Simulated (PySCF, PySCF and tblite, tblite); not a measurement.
# 4-hydroxy-1-fluorobenzene (C6H5FO): conformers and averaged spectra

Aim: find the conformers of 4-hydroxy-1-fluorobenzene (C6H5FO) (`Oc1ccc(F)cc1`), weigh them, and average their properties.

Computed with tblite 0.8.0 (tight binding) and PySCF 2.14.0 (DFT, with response routines of our own); each step states its level. Atoms count from 0 throughout.

## 1. The starting structure

13 atoms, charge 0, multiplicity 1; geometry from: MMFF94s geometry.

Bonds of the start (Å): C1–C2 1.40, C1–C7 1.38, C2–C3 1.40, C2–H9 1.07, C3–C4 1.38, C3–H10 1.09, C4–C6 1.40, C4–F5 1.34, C6–C7 1.40, C6–H11 1.08, C7–H12 1.08, O0–C1 1.37, O0–H8 0.97.

## 2. GFN2-xTB relaxation, conformer 1

What the job is given:

```
{"job": {"xc": "GFN2-xTB", "basis": "xTB", "kind": "relax"}, "charge": 0, "multiplicity": 1}
O      2.455100     0.559200     0.019800
C      1.110100     0.274400    -0.002000
C      0.670500    -1.050200     0.069400
C     -0.712600    -1.288600     0.041500
C     -1.605400    -0.232000    -0.016100
F     -2.926200    -0.475100    -0.041300
C     -1.149700     1.086300    -0.085500
C      0.227200     1.339800    -0.061600
H      2.953700    -0.270900     0.075100
H      1.349300    -1.881600     0.127900
H     -1.096000    -2.313000     0.092700
H     -1.867400     1.895500    -0.137000
H      0.587000     2.356500    -0.100600
```

On the command line:

```console
OMP_NUM_THREADS=1 python ens_run.py task.json out
```

This one command runs the whole study; its stages follow in the order run.

Standard output:

```text
step      E/eV     max force
  0    -658.00755    1.465
  1    -658.04506    0.549
  2    -658.05458    0.293
  3    -658.05928    0.132
  4    -658.06117    0.054
  5    -658.06138    0.047
  6    -658.06158    0.042
  7    -658.06177    0.044
  8    -658.06189    0.027
  9    -658.06189    0.027
 10    -658.06192    0.020
 11    -658.06194    0.015
 12    -658.06198    0.013
 13    -658.06200    0.014
 14    -658.06202    0.014
 15    -658.06204    0.013
 16    -658.06205    0.011
 17    -658.06206    0.007
 18    -658.06207    0.005
 19    -658.06207    0.005
 20    -658.06207    0.004
```

Wall time 0.1 s (1 thread of Arm Neoverse V2, shared host).

Gain 0.055 eV; displacement 0.02 Å root mean square.

## 3. DFT optimisation, start 1: PBE0-D3(BJ)/def2-SVP

What the job is given:

```
{"job": {"kind": "geom", "xc": "PBE0", "basis": "def2-SVP", "d3": "d3bj", "grid": 1, "maxiter": 40}, "charge": 0, "multiplicity": 1}
O      2.442641     0.558804     0.021928
C      1.115932     0.267587     0.008942
C      0.604110    -0.877343     0.609772
C     -0.753982    -1.137415     0.573422
C     -1.587870    -0.242247    -0.068192
F     -2.915695    -0.492833    -0.107189
C     -1.100283     0.903481    -0.671926
C      0.255924     1.156609    -0.631643
H      2.959054    -0.254572     0.073166
H      1.270501    -1.568444     1.107910
H     -1.164554    -2.021179     1.034906
H     -1.779405     1.581222    -1.163726
H      0.671415     2.038544    -1.091159
```

Standard output:

```text
step      E/eV     max force
  0    -11047.03932   1.0465
  1    -11047.07963   1.1017
  2    -11047.07634   0.7754
  3    -11047.09826   0.3117
  4    -11047.10237   0.2995
  5    -11047.10780   0.1310
  6    -11047.10876   0.0409
  7    -11047.10887   0.1027
  8    -11047.10888   0.0924
  9    -11047.10897   0.0022
```

It took 65 s on 1 thread of Arm Neoverse V2, shared host; peak memory 0.51 GiB.

Relaxing gained 0.070 eV and moved the atoms by 0.10 Å on average (rms).

## 4. Shieldings, conformer 1: WP04/pcSseg-1 in chloroform

What the job is given:

```
{"job": {"xc": "WP04", "basis": "pcSseg-1", "solvent": "chloroform", "kind": "nmr", "pop": true}, "charge": 0, "multiplicity": 1}
O      2.456278     0.526816    -0.088920
C      1.135354     0.244257    -0.057483
C      0.619794    -0.902285     0.554316
C     -0.753022    -1.144441     0.560229
C     -1.605835    -0.234486    -0.048411
F     -2.922079    -0.460144    -0.043916
C     -1.110477     0.910189    -0.663690
C      0.259080     1.148719    -0.667788
H      2.942741    -0.170563     0.362385
H      1.297050    -1.616157     1.033011
H     -1.167458    -2.035615     1.034832
H     -1.806655     1.606302    -1.135123
H      0.673015     2.039624    -1.143232
```

Standard output:

```text
coarse grid: 11792 points
cycle   1  E = -415.1560597446  dE =  1.339e+00  |g| = 1.079e+00  |ddm| = 3.680e+00
cycle   2  E = -414.9230512683  dE =  2.330e-01  |g| = 1.581e+00  |ddm| = 2.042e+00
cycle   3  E = -415.3375391953  dE = -4.145e-01  |g| = 2.383e-01  |ddm| = 1.423e+00
cycle   4  E = -415.3501242654  dE = -1.259e-02  |g| = 5.570e-02  |ddm| = 2.335e-01
cycle   5  E = -415.3506322735  dE = -5.080e-04  |g| = 2.927e-02  |ddm| = 5.962e-02
cycle   6  E = -415.3508469054  dE = -2.146e-04  |g| = 5.845e-03  |ddm| = 2.967e-02
cycle   7  E = -415.3508542397  dE = -7.334e-06  |g| = 2.875e-03  |ddm| = 6.744e-03
final grid: 116920 points
cycle   8  E = -415.4424274981  dE = -4.382e-05  |g| = 1.034e-02  |ddm| = 4.332e-02
cycle   9  E = -415.4423878476  dE =  3.965e-05  |g| = 1.732e-02  |ddm| = 2.087e-02
cycle  10  E = -415.4424507987  dE = -6.295e-05  |g| = 1.320e-03  |ddm| = 1.376e-02
cycle  11  E = -415.4424511777  dE = -3.790e-07  |g| = 3.202e-04  |ddm| = 1.205e-03
cycle  12  E = -415.4424511920  dE = -1.429e-08  |g| = 1.936e-04  |ddm| = 3.787e-04
cycle  13  E = -415.4424512002  dE = -8.245e-09  |g| = 3.067e-05  |ddm| = 1.688e-04
cycle  14  E = -415.4424512004  dE = -1.552e-10  |g| = 1.722e-05  |ddm| = 3.966e-05
converged SCF energy = -415.4424512004

GIAO shielding tensors (ppm)
atom      isotropic    diamagn.    paramagn.     s11        s22        s33       span
  0 O      209.790     391.138    -181.348    157.269    227.196    244.906     87.637
  1 C       12.664     255.746    -243.082    -76.004      4.803    109.194    185.198
  2 C       53.227     258.515    -205.289    -29.377     42.848    146.209    175.586
  3 C       50.639     257.213    -206.574    -34.940     33.057    153.799    188.739
  4 C        7.452     255.414    -247.961    -73.762     23.587     72.532    146.294
  5 F      310.617     481.075    -170.458    242.984    320.467    368.399    125.415
  6 C       49.811     256.504    -206.693    -36.045     31.386    154.093    190.138
  7 C       51.538     254.612    -203.074    -32.831     34.336    153.108    185.939
  8 H       26.830      31.372      -4.542     18.812     25.483     36.196     17.384
  9 H       25.007      32.009      -7.002     21.308     25.574     28.140      6.832
 10 H       24.658      30.005      -5.347     21.268     25.176     27.531      6.262
 11 H       24.589      29.546      -4.957     21.233     25.094     27.441      6.208
 12 H       24.751      30.344      -5.593     21.163     25.171     27.918      6.756
```

It took 15 s on 1 thread of Arm Neoverse V2, shared host; peak memory 0.97 GiB.

Key values: HOMO -7.73 eV, LUMO -2.64 eV; dipole 2.59 D.

## 5. Single-point energy, conformer 1: PBE0/def2-TZVP in chloroform

Changed since step 4:

```diff
@@ -1,2 +1,2 @@
-{"job": {"xc": "WP04", "basis": "pcSseg-1", "solvent": "chloroform", "kind": "nmr", "pop": true}, "charge": 0, "multiplicity": 1}
+{"job": {"xc": "PBE0", "basis": "def2-TZVP", "solvent": "chloroform", "kind": "sp"}, "charge": 0, "multiplicity": 1}
 O      2.456278     0.526816    -0.088920
```

Standard output:

```text
coarse grid: 11792 points
cycle   1  E = -406.3519967413  dE =  1.460e+00  |g| = 6.948e-01  |ddm| = 5.887e+00
cycle   2  E = -406.2944933627  dE =  5.750e-02  |g| = 9.232e-01  |ddm| = 3.461e+00
cycle   3  E = -406.4345382770  dE = -1.400e-01  |g| = 1.104e-01  |ddm| = 2.446e+00
cycle   4  E = -406.4368716539  dE = -2.333e-03  |g| = 4.148e-02  |ddm| = 1.513e-01
cycle   5  E = -406.4372571499  dE = -3.855e-04  |g| = 1.054e-02  |ddm| = 4.161e-02
cycle   6  E = -406.4372809223  dE = -2.377e-05  |g| = 3.495e-03  |ddm| = 1.414e-02
cycle   7  E = -406.4372838138  dE = -2.892e-06  |g| = 8.388e-04  |ddm| = 3.283e-03
final grid: 116920 points
cycle   8  E = -406.4255280310  dE = -6.222e-05  |g| = 8.657e-03  |ddm| = 8.319e-02
cycle   9  E = -406.4255132652  dE =  1.477e-05  |g| = 1.240e-02  |ddm| = 1.894e-02
cycle  10  E = -406.4255432665  dE = -3.000e-05  |g| = 1.187e-03  |ddm| = 1.566e-02
cycle  11  E = -406.4255435042  dE = -2.377e-07  |g| = 2.557e-04  |ddm| = 2.698e-03
cycle  12  E = -406.4255435185  dE = -1.432e-08  |g| = 6.973e-05  |ddm| = 4.454e-04
cycle  13  E = -406.4255435193  dE = -8.296e-10  |g| = 3.421e-05  |ddm| = 1.210e-04
cycle  14  E = -406.4255435196  dE = -2.676e-10  |g| = 4.507e-06  |ddm| = 4.408e-05
converged SCF energy = -406.4255435196
```

Wall time 17 s (1 thread of Arm Neoverse V2, shared host); peak memory 1 GiB.

This run: HOMO -6.43 eV, LUMO -0.53 eV; dipole 2.52 D.

## 6. Couplings, conformer 1: B3LYP/pcJ-1+pcSseg-1

Changed since step 5:

```diff
@@ -1,2 +1,2 @@
-{"job": {"xc": "PBE0", "basis": "def2-TZVP", "solvent": "chloroform", "kind": "sp"}, "charge": 0, "multiplicity": 1}
+{"job": {"xc": "B3LYP", "basis": {"default": "pcSseg-1", "H": "pcJ-1", "F": "pcJ-1"}, "nuclei": ["H", "F", "P", "Si", "B"], "kind": "j"}, "charge": 0, "multiplicity": 1}
 O      2.456278     0.526816    -0.088920
```

Standard output:

```text
coarse grid: 11792 points
cycle   1  E = -406.5092756166  dE =  1.407e+00  |g| = 7.544e-01  |ddm| = 3.510e+00
cycle   2  E = -406.4110766679  dE =  9.820e-02  |g| = 1.080e+00  |ddm| = 1.643e+00
cycle   3  E = -406.6061291481  dE = -1.951e-01  |g| = 1.482e-01  |ddm| = 1.070e+00
cycle   4  E = -406.6108278545  dE = -4.699e-03  |g| = 4.953e-02  |ddm| = 1.738e-01
cycle   5  E = -406.6113401090  dE = -5.123e-04  |g| = 1.925e-02  |ddm| = 5.544e-02
cycle   6  E = -406.6114310135  dE = -9.090e-05  |g| = 4.937e-03  |ddm| = 2.090e-02
cycle   7  E = -406.6114368415  dE = -5.828e-06  |g| = 1.865e-03  |ddm| = 5.914e-03
final grid: 116920 points
cycle   8  E = -406.6862857538  dE = -6.305e-05  |g| = 7.096e-03  |ddm| = 2.587e-02
cycle   9  E = -406.6862711882  dE =  1.457e-05  |g| = 1.115e-02  |ddm| = 1.470e-02
cycle  10  E = -406.6862962147  dE = -2.503e-05  |g| = 8.993e-04  |ddm| = 1.002e-02
cycle  11  E = -406.6862963662  dE = -1.515e-07  |g| = 2.673e-04  |ddm| = 9.429e-04
cycle  12  E = -406.6862963778  dE = -1.160e-08  |g| = 1.529e-04  |ddm| = 3.178e-04
cycle  13  E = -406.6862963835  dE = -5.756e-09  |g| = 2.545e-05  |ddm| = 1.519e-04
cycle  14  E = -406.6862963837  dE = -1.360e-10  |g| = 1.089e-05  |ddm| = 3.133e-05
converged SCF energy = -406.6862963837

Indirect spin-spin couplings (Hz)
  i      j    bonds     total        FC       PSO       DSO        SD
  5 F    8 H    6     -0.488    -0.295     1.002    -1.067    -0.128
  5 F    9 H    4      3.251     3.862     0.886    -1.345    -0.152
  5 F   10 H    3      7.881    11.281    -2.468    -0.094    -0.839
  5 F   11 H    3      8.145    11.463    -2.403    -0.081    -0.833
  5 F   12 H    4      3.797     4.280     1.002    -1.355    -0.130
  8 H    9 H    4      0.213    -0.139    -2.044     2.396         -
  8 H   11 H    5      0.280     0.574     1.432    -1.725         -
  8 H   12 H    4     -0.406     0.032     2.345    -2.782         -
  9 H   10 H    3      9.675     9.874     0.052    -0.250         -
  9 H   12 H    4      2.891     3.226     1.609    -1.944         -
 10 H   11 H    4      2.736     3.060     1.646    -1.970         -
 11 H   12 H    3     10.088    10.293     0.120    -0.325         -
```

It took 21 s on 1 thread of Arm Neoverse V2, shared host; peak memory 0.87 GiB.

In short: HOMO -6.28 eV, LUMO -0.76 eV; dipole 2.09 D.

## 7. Excited states, conformer 1: CAM-B3LYP/def2-SVPD in chloroform

Changed since step 6:

```diff
@@ -1,2 +1,2 @@
-{"job": {"xc": "B3LYP", "basis": {"default": "pcSseg-1", "H": "pcJ-1", "F": "pcJ-1"}, "nuclei": ["H", "F", "P", "Si", "B"], "kind": "j"}, "charge": 0, "multiplicity": 1}
+{"job": {"xc": "CAM-B3LYP", "basis": "def2-SVPD", "nstates": 8, "ntriplets": 0, "solvent": "chloroform", "kind": "uv"}, "charge": 0, "multiplicity": 1}
 O      2.456278     0.526816    -0.088920
```

Standard output:

```text
coarse grid: 11792 points
cycle   1  E = -406.1011306573  dE =  1.609e+00  |g| = 6.580e-01  |ddm| = 8.384e+00
cycle   2  E = -406.0864500519  dE =  1.468e-02  |g| = 7.633e-01  |ddm| = 2.272e+00
cycle   3  E = -406.1845084547  dE = -9.806e-02  |g| = 7.333e-02  |ddm| = 1.167e+00
cycle   4  E = -406.1854419245  dE = -9.335e-04  |g| = 3.114e-02  |ddm| = 1.952e-01
cycle   5  E = -406.1856649780  dE = -2.231e-04  |g| = 7.369e-03  |ddm| = 8.011e-02
cycle   6  E = -406.1856773352  dE = -1.236e-05  |g| = 1.660e-03  |ddm| = 2.396e-02
cycle   7  E = -406.1856780593  dE = -7.241e-07  |g| = 3.846e-04  |ddm| = 5.098e-03
final grid: 116920 points
cycle   8  E = -406.2630442559  dE = -3.197e-05  |g| = 3.746e-03  |ddm| = 1.143e-01
cycle   9  E = -406.2630439298  dE =  3.262e-07  |g| = 4.329e-03  |ddm| = 1.496e-02
cycle  10  E = -406.2630472647  dE = -3.335e-06  |g| = 4.094e-04  |ddm| = 6.486e-03
cycle  11  E = -406.2630472950  dE = -3.025e-08  |g| = 1.284e-04  |ddm| = 9.437e-04
cycle  12  E = -406.2630472991  dE = -4.070e-09  |g| = 3.246e-05  |ddm| = 3.932e-04
cycle  13  E = -406.2630472993  dE = -2.395e-10  |g| = 1.155e-05  |ddm| = 8.893e-05
converged SCF energy = -406.2630472993

Static polarisability (au): isotropic 91.172, principal 54.030 105.220 114.264

Singlet excitations
state   eV       nm        f      main configurations
  1   4.9758    249.2   0.07483   H->L 0.88, H-1->L+1 0.11
  2   5.9476    208.5   0.05208   H->L+1 0.74, H-1->L 0.25
  3   6.2761    197.5   0.00020   H->L+2 0.93
  4   6.7963    182.4   0.57033   H-1->L 0.57, H->L+3 0.19, H->L+1 0.19
  5   6.7979    182.4   0.16265   H->L+3 0.69, H-1->L 0.16
  6   7.0375    176.2   0.55711   H-1->L+1 0.86, H->L 0.10
  7   7.1883    172.5   0.00281   H->L+5 0.87
  8   7.3052    169.7   0.00169   H->L+4 0.89
```

Run time: 31 s. Hardware: 1 thread of Arm Neoverse V2, shared host; peak memory 1.1 GiB.

In short: HOMO -7.75 eV, LUMO 0.48 eV; dipole 2.52 D; S1 4.98 eV.

## 8. Boltzmann average: properties at WP04/pcSseg-1 in chloroform

What the job is given:

```
{"job": {"study": "conf", "smiles": "Oc1ccc(F)cc1", "search": {"seed": 5639, "n_embed": 90, "ff_keep": 14, "window": 3.0, "nmax": 8, "temps": [150, 200, 250, 298.15, 400], "t_ref": 298.15, "order": 0.001, "geom": true}, "level": {"nmr": {"xc": "WP04", "basis": "pcSseg-1", "solvent": "chloroform"}, "sp": {"xc": "PBE0", "basis": "def2-TZVP", "solvent": "chloroform"}, "j": {"xc": "B3LYP", "basis": {"default": "pcSseg-1", "H": "pcJ-1", "F": "pcJ-1"}, "nuclei": ["H", "F", "P", "Si", "B"], "top": 4}, "uv": {"xc": "CAM-B3LYP", "basis": "def2-SVPD", "nstates": 8, "ntriplets": 0, "top": 4, "solvent": "chloroform"}}, "kind": "conf"}, "charge": 0, "multiplicity": 1}
O      2.456278     0.526816    -0.088920
C      1.135354     0.244257    -0.057483
C      0.619794    -0.902285     0.554316
C     -0.753022    -1.144441     0.560229
C     -1.605835    -0.234486    -0.048411
F     -2.922079    -0.460144    -0.043916
C     -1.110477     0.910189    -0.663690
C      0.259080     1.148719    -0.667788
H      2.942741    -0.170563     0.362385
H      1.297050    -1.616157     1.033011
H     -1.167458    -2.035615     1.034832
H     -1.806655     1.606302    -1.135123
H      0.673015     2.039624    -1.143232
```

Standard output:

```text
conformer  sym    E(xTB)   E(DFT)   G(298.15 K)  weight  dipole/D
    1     Cs      0.000    0.000    0.000   1.0000    2.521

mean shielding (ppm) by class
class atoms           150 K      200 K      250 K   298.15 K      400 K
  0 O  0             209.79     209.79     209.79     209.79     209.79
  1 C  1             12.665     12.665     12.665     12.665     12.665
  2 C  2,7           52.382     52.382     52.382     52.382     52.382
  3 C  3,6           50.225     50.225     50.225     50.225     50.225
  4 C  4              7.452      7.452      7.452      7.452      7.452
  5 F  5            310.617    310.617    310.617    310.617    310.617
  6 H  8              26.83      26.83      26.83      26.83      26.83
  7 H  9,12          24.879     24.879     24.879     24.879     24.879
  8 H  10,11         24.624     24.624     24.624     24.624     24.624
```

Wall time 84 s (1 thread of Arm Neoverse V2, shared host). This counts the runs that the step sums up.

The search (ETKDG and KDG, MMFF94s, GFN2-xTB) embedded 90 structures, kept 1 distinct ones after the force field and 1 after xTB; 1 was carried on (window 3.0 kcal/mol at the search's own energies). Energies: PBE0/def2-TZVP in chloroform with D3(BJ).

Conformer by conformer (298 K):

```tsv
no.	group	mirror pair	ΔE xTB	ΔE DFT	ΔG	weight (%)	μ (D)	H8–O0–C1–C2 (°)	A, B, C (GHz)
1	Cs	no	0.00	0.00	0.00	100.0	2.52	0	5.65, 1.46, 1.16
```

Energies in kcal/mol. ΔG holds xTB vibrations and rotation, symmetry numbers and mirror pairs.

Shifts against references run at the same level (17O H2O 324.9, 13C TMS 173.1, 1H TMS 31.55, 19F CFCl3 180.0 ppm of shielding), by class of atoms, at 298 K:

```tsv
atoms	environment	average	measured
C4	aromatic carbon bearing fluorine	165.7	–
C1	aromatic carbon bearing oxygen	160.5	–
C3, C6	aromatic CH	122.9	–
C2, C7	aromatic CH	120.7	–
H10, H11	hydrogen on an aromatic CH	6.92	–
H9, H12	hydrogen on an aromatic CH	6.67	–
H8	hydrogen on a phenol-type oxygen	4.72	–
O0	phenol-type oxygen	115.1	–
F5	aryl fluorine	-130.7	-124.6
```

Measured: G. Saielli, R. Bini, A. Bagno, Computational 19F NMR. 2. Organic compounds, RSC Adv. 2014, ESI (exp. from Berger-Braun-Kalinowski 1994 and Everett 1995).

Couplings (Hz, B3LYP/pcJ-1+pcSseg-1; one pair named for each class, the eight largest averages at most for each number of bonds), from conformers that hold 100 % of the weight:

```tsv
pair	bonds	average
H9–H10	3	9.9
F5–H10	3	8.0
F5–H9	4	3.5
H9–H12	4	2.9
H10–H11	4	2.7
```

Effective distances for nuclear Overhauser effects, ⟨r⁻⁶⟩^(−1/6) as a mean over all pairs of two classes, so longer than the nearest pair where a class holds remote atoms (Å): H8···H9 2.54; H9···H10 2.81.

Lowest and brightest singlet by conformer (CAM-B3LYP/def2-SVPD in chloroform): no. 1 4.98 and 6.80 eV.

## 9. What came out

| quantity | value |
| --- | --- |
| conformers | 1; the first in weight is no. 1 (Cs), 100 % at 298 K |
| root-mean-square dipole | 2.52 D |
| averaged 13C shifts (WP04/pcSseg-1 in chloroform) | 165.7, 160.5, 122.9, 120.7 ppm |
| averaged 1H shifts (WP04/pcSseg-1 in chloroform) | 6.92, 6.67, 4.72 ppm |
| averaged 19F shifts (WP04/pcSseg-1 in chloroform) | -130.7 ppm |

**Reading.** The search found one conformer in the window, so the averages are its own values. Against 1 measured 19F shift the average misses by 6.1 ppm. Vibration is missing from the shifts, so part of that gap is not the functional's. Protons on O, N, S or Se exchange and bind to solvent, so their values hold for the lone molecule only.
